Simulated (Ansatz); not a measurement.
# Ni started on an Al site in corundum Al2O3, 120 atoms, charge +1

Wanted: geometry, formation energy and gap levels of the defect, compared across PBEsol and HSE06.

All numbers are computed with Ansatz 0.2.0 (PAW, plane waves).

## 1. Starting point

120 atoms (47 Al, 72 O, 1 Ni); a = 9.548 Å, b = 9.548 Å, c = 13.014 Å, α = 90.00°, β = 90.00°, γ = 120.00°. All atoms were shaken off their sites by about 0.02 Å along each axis. Defect site 1: (0.500, 0.500, 0.352).

Plan of the steps: (2) PBEsol relaxation at the single k point (¼, ¼, ¼), on 1 × NVIDIA H100 80GB HBM3 with 2 threads of AMD EPYC 7R13; (3) HSE06 single point at the single k point (¼, ¼, ¼), on 1 × NVIDIA H100 80GB HBM3 with 2 threads of AMD EPYC 7R13.

## 2. Relaxation of the positions (PBEsol)

in.yaml reads:

```yaml
crystal:
  lattice:
    - [9.547862, 0.000000, 0.000000]
    - [-4.773931, 8.268691, 0.000000]
    - [0.000000, 0.000000, 13.013576]
  atoms:
    - { symbol: Al, position: [0.336631, 0.168368, 0.182249] }
    - { symbol: Al, position: [0.335958, 0.664203, 0.183752] }
    - { symbol: Al, position: [0.829638, 0.166332, 0.185473] }
    - { symbol: Al, position: [0.832418, 0.668249, 0.185177] }
    - { symbol: Al, position: [0.169074, 0.335206, 0.018917] }
    - { symbol: Al, position: [0.163611, 0.830942, 0.021252] }
    - { symbol: Al, position: [0.673441, 0.339295, 0.018448] }
    - { symbol: Al, position: [0.666928, 0.831522, 0.019041] }
    - { symbol: Al, position: [0.166135, 0.334009, 0.315412] }
    - { symbol: Al, position: [0.164640, 0.830783, 0.316234] }
    - { symbol: Al, position: [0.669617, 0.332168, 0.314280] }
    - { symbol: Al, position: [0.667939, 0.834706, 0.313173] }
    - { symbol: Al, position: [0.167063, 0.330913, 0.518882] }
    - { symbol: Al, position: [0.165303, 0.832495, 0.522114] }
    - { symbol: Al, position: [0.667472, 0.336513, 0.519653] }
    - { symbol: Al, position: [0.668107, 0.834344, 0.517176] }
    - { symbol: Al, position: [0.997795, 0.996708, 0.353304] }
    - { symbol: Al, position: [0.998501, 0.498669, 0.351198] }
    - { symbol: Al, position: [0.496281, 0.000215, 0.352593] }
    - { symbol: Al, position: [0.995359, 0.998747, 0.149983] }
    - { symbol: Al, position: [0.997291, 0.500847, 0.146621] }
    - { symbol: Al, position: [0.498404, 0.000973, 0.146977] }
    - { symbol: Al, position: [0.498930, 0.498766, 0.147350] }
    - { symbol: Al, position: [0.999943, 0.000744, 0.646384] }
    - { symbol: Al, position: [0.004287, 0.502370, 0.648733] }
    - { symbol: Al, position: [0.499041, 0.000397, 0.649538] }
    - { symbol: Al, position: [0.500170, 0.500501, 0.644665] }
    - { symbol: Al, position: [0.999380, 0.002213, 0.852397] }
    - { symbol: Al, position: [0.001762, 0.502835, 0.850603] }
    - { symbol: Al, position: [0.501067, 0.999679, 0.852102] }
    - { symbol: Al, position: [0.499174, 0.497714, 0.850225] }
    - { symbol: Al, position: [0.331819, 0.164856, 0.685987] }
    - { symbol: Al, position: [0.335894, 0.670354, 0.685396] }
    - { symbol: Al, position: [0.834807, 0.166989, 0.684485] }
    - { symbol: Al, position: [0.831583, 0.663668, 0.687099] }
    - { symbol: Al, position: [0.336105, 0.167114, 0.479174] }
    - { symbol: Al, position: [0.325902, 0.664745, 0.481097] }
    - { symbol: Al, position: [0.831157, 0.168978, 0.484024] }
    - { symbol: Al, position: [0.829941, 0.664799, 0.484972] }
    - { symbol: Al, position: [0.331161, 0.164747, 0.978414] }
    - { symbol: Al, position: [0.333717, 0.668977, 0.980995] }
    - { symbol: Al, position: [0.834515, 0.169238, 0.979591] }
    - { symbol: Al, position: [0.834449, 0.667950, 0.980615] }
    - { symbol: Al, position: [0.167561, 0.332454, 0.815428] }
    - { symbol: Al, position: [0.165492, 0.837566, 0.813402] }
    - { symbol: Al, position: [0.665050, 0.335761, 0.811476] }
    - { symbol: Al, position: [0.665504, 0.829457, 0.815565] }
    - { symbol: O, position: [0.155151, 0.001506, 0.244600] }
    - { symbol: O, position: [0.150558, 0.495269, 0.250531] }
    - { symbol: O, position: [0.652112, 0.996911, 0.249201] }
    - { symbol: O, position: [0.653636, 0.498691, 0.249702] }
    - { symbol: O, position: [0.325697, 0.008380, 0.084360] }
    - { symbol: O, position: [0.335750, 0.514025, 0.083601] }
    - { symbol: O, position: [0.833791, 0.015875, 0.083280] }
    - { symbol: O, position: [0.839052, 0.519452, 0.082925] }
    - { symbol: O, position: [0.001844, 0.151826, 0.249277] }
    - { symbol: O, position: [0.998582, 0.651691, 0.252084] }
    - { symbol: O, position: [0.500131, 0.153316, 0.248416] }
    - { symbol: O, position: [0.498160, 0.655367, 0.252147] }
    - { symbol: O, position: [0.346466, 0.342593, 0.251195] }
    - { symbol: O, position: [0.344121, 0.843450, 0.252310] }
    - { symbol: O, position: [0.849095, 0.349436, 0.252293] }
    - { symbol: O, position: [0.851565, 0.848391, 0.250648] }
    - { symbol: O, position: [0.178963, 0.163934, 0.080372] }
    - { symbol: O, position: [0.184517, 0.670543, 0.084343] }
    - { symbol: O, position: [0.680641, 0.165383, 0.084371] }
    - { symbol: O, position: [0.683579, 0.664810, 0.085325] }
    - { symbol: O, position: [0.176778, 0.010438, 0.582692] }
    - { symbol: O, position: [0.179031, 0.510030, 0.580448] }
    - { symbol: O, position: [0.677672, 0.010906, 0.583417] }
    - { symbol: O, position: [0.680358, 0.516027, 0.582328] }
    - { symbol: O, position: [0.164227, 0.181407, 0.416906] }
    - { symbol: O, position: [0.164905, 0.680058, 0.416821] }
    - { symbol: O, position: [0.668914, 0.184957, 0.419260] }
    - { symbol: O, position: [0.661706, 0.677269, 0.417323] }
    - { symbol: O, position: [0.011754, 0.329101, 0.415237] }
    - { symbol: O, position: [0.014702, 0.833322, 0.418426] }
    - { symbol: O, position: [0.511769, 0.335717, 0.413038] }
    - { symbol: O, position: [0.511934, 0.832858, 0.419061] }
    - { symbol: O, position: [0.010621, 0.174744, 0.913332] }
    - { symbol: O, position: [0.013480, 0.680421, 0.913720] }
    - { symbol: O, position: [0.512686, 0.181338, 0.915271] }
    - { symbol: O, position: [0.511024, 0.682045, 0.916629] }
    - { symbol: O, position: [0.003562, 0.347089, 0.751120] }
    - { symbol: O, position: [0.998464, 0.844029, 0.752346] }
    - { symbol: O, position: [0.502524, 0.343856, 0.749840] }
    - { symbol: O, position: [0.498773, 0.849387, 0.751980] }
    - { symbol: O, position: [0.484015, 0.317197, 0.082615] }
    - { symbol: O, position: [0.479410, 0.815164, 0.081488] }
    - { symbol: O, position: [0.986749, 0.321352, 0.084562] }
    - { symbol: O, position: [0.984694, 0.819718, 0.081673] }
    - { symbol: O, position: [0.486441, 0.168634, 0.583244] }
    - { symbol: O, position: [0.485736, 0.665829, 0.581736] }
    - { symbol: O, position: [0.987293, 0.166327, 0.584690] }
    - { symbol: O, position: [0.985797, 0.668495, 0.582477] }
    - { symbol: O, position: [0.333221, 0.319448, 0.585234] }
    - { symbol: O, position: [0.333821, 0.820708, 0.579711] }
    - { symbol: O, position: [0.829997, 0.318134, 0.581115] }
    - { symbol: O, position: [0.836264, 0.816502, 0.585199] }
    - { symbol: O, position: [0.318895, 0.485009, 0.415720] }
    - { symbol: O, position: [0.320247, 0.985513, 0.418031] }
    - { symbol: O, position: [0.812625, 0.485173, 0.416622] }
    - { symbol: O, position: [0.821590, 0.985732, 0.417978] }
    - { symbol: O, position: [0.322077, 0.337382, 0.917279] }
    - { symbol: O, position: [0.316870, 0.828004, 0.915182] }
    - { symbol: O, position: [0.822846, 0.332115, 0.915662] }
    - { symbol: O, position: [0.819666, 0.837433, 0.916949] }
    - { symbol: O, position: [0.350378, 0.999352, 0.750438] }
    - { symbol: O, position: [0.348604, 0.501756, 0.748551] }
    - { symbol: O, position: [0.847390, 0.999217, 0.750531] }
    - { symbol: O, position: [0.846425, 0.501641, 0.747847] }
    - { symbol: O, position: [0.151812, 0.153434, 0.749390] }
    - { symbol: O, position: [0.148763, 0.652693, 0.751966] }
    - { symbol: O, position: [0.655091, 0.150888, 0.750040] }
    - { symbol: O, position: [0.652373, 0.652614, 0.747409] }
    - { symbol: O, position: [0.168434, 0.488238, 0.918437] }
    - { symbol: O, position: [0.166653, 0.987663, 0.915376] }
    - { symbol: O, position: [0.668526, 0.485372, 0.916794] }
    - { symbol: O, position: [0.670018, 0.984327, 0.915849] }
    - { symbol: Ni, position: [0.498776, 0.496435, 0.351056] }
  symmetry: { detect: false }
kpoints:
  mp_grid: { grid: [1, 1, 1], shift: [0.25, 0.25, 0.25] }
hamiltonian:
  xc: pbesol
total_charge: 1
scf:
  occupations: { method: fermi_dirac, width: 0.01 }
relax:
  f_tol: 0.03
  max_steps: 80
  escape_saddle: false
  adjacent_minimum: "off"
output:
  forces: true
  eigenvalues: true
  populations: true
  charged_corrections: { epsilon: 10 }
```

Command:

```bash
ansatz run in.yaml --threads 2 --pin off --max-ram 19000MiB --runs-dir r --events-out ev --progress --plain --backend cuda --devices 0, --max-vram 18GiB
```

After this run come: HSE06 single point.

Q: Predict the outcome of this session. Wanted: for each run, formation energy; host gap; top filled to lowest empty.

**Answer**, as computed:

```
             level        time  formation energy (eV)  host gap (eV)  top filled to lowest empty (eV)
PBEsol, relaxation  28 s (GPU)                   4.96           6.03                             1.53
             HSE06  83 s (GPU)                   4.18           8.00                             2.94
```

```
     quantity                             value
   relaxation  6 recorded steps, 1.76 eV gained
largest shift                    0.09 Å (Ni120)
```

**What this shows.** The relaxation lowers the energy by 1.76 eV; the largest shift is 0.09 Å (Ni120). The formation energy at E_F = VBM goes from 4.96 eV (PBEsol) to 4.18 eV (HSE06), as the host gap goes from 6.03 to 8.00 eV. The reservoirs are the elements' reference phases; where the defect changes the composition, the value depends on that choice. HSE06 puts 2 localised levels over 0.1 eV inside the gap, at 2.88 (empty), 2.89 (empty) eV, the tightest of them shared by about 3 atoms. The host's edges were read at Γ, so band-like levels at this k point need not coincide with them. One k point and a cell of this size can leave errors of several tenths of an eV. The dielectric constant of 10 in the correction is an assumed value.
